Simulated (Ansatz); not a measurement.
This script makes vertical energies of changing the electron count of AlAsBH5O2, SMILES B[As](O)[AlH][OH] with Ansatz 0.2.0 through its Python package.

`ip_alasbh5o2.py`:
```python
import ansatz as az
from ase import Atoms

BASIS_SET = "def2-SVPD"
XC = "CAM-B3LYP"


def total_energy(molecule, charge=0, unpaired=0):
    calc = (
        molecule.calculation()
        .basis(gaussian=BASIS_SET)
        .functional(XC)
    )
    if charge:
        calc = calc.charge(charge)
    if unpaired:
        calc = calc.spin("collinear", total=unpaired)
    return calc.run(threads=1).report["free_energy_ev"]


def main() -> None:
    atoms = Atoms(["B", "As", "O", "Al", "O", "H", "H", "H", "H", "H"], positions=[
        [-0.4492, -0.7183, 1.7471],
        [0.1823, -1.4926, -0.0057],
        [1.7797, -0.6477, 0.1506],
        [-0.6413, 0.3514, -1.3595],
        [-0.708, 2.0444, -0.7118],
        [-1.5607, -0.1428, 1.7631],
        [0.0424, -0.9748, 2.7585],
        [2.3854, -0.9683, -0.6051],
        [-1.1353, 0.0932, -2.8303],
        [0.1879, 2.4044, -0.904],
    ])
    alasbh5o2 = az.Crystal.molecule_from_ase(atoms)

    parent = total_energy(alasbh5o2, 0, 0)
    cation = total_energy(alasbh5o2, 1, 1)
    print(f"E(N)   = {parent:.5f} eV")
    print(f"E(N-1) = {cation:.5f} eV  (1 unpaired)")
    print(f"vertical ionisation energy {cation - parent:.3f} eV")
    anion = total_energy(alasbh5o2, -1, 1)
    print(f"E(N+1) = {anion:.5f} eV  (1 unpaired)")
    print(f"vertical electron affinity {parent - anion:.3f} eV" + ("" if anion < parent else " (unbound in this basis)"))
    print(f"fundamental gap IP - EA = {cation + anion - 2 * parent:.3f} eV")


if __name__ == "__main__":
    main()
```

What does it cost to change the electron count at this fixed geometry?

At this unrelaxed geometry removing an electron costs 8.64 eV and adding one releases 0.84 eV.

What the script printed:

```console
$ python ip_alasbh5o2.py
E(N)   = -72278.98649 eV
E(N-1) = -72270.35053 eV  (1 unpaired)
vertical ionisation energy 8.636 eV
E(N+1) = -72279.82974 eV  (1 unpaired)
vertical electron affinity 0.843 eV
fundamental gap IP - EA = 7.793 eV
```

What to keep in mind:
- Total energies depend on the basis set; only differences at equal settings carry meaning.
- The geometry is a force-field or estimated start, not a minimum of this method, and the basis set is short of its limit. All parts are taken at fixed geometry, without zero-point energy. At an unrelaxed start these energies can be a whole eV from those at the minimum, and a small affinity can change sign.
- Timing: 57 s on 1 thread of Intel(R) Xeon(R) Processor @ 2.30GHz, with other jobs on the host, peak memory 0.96 GiB.
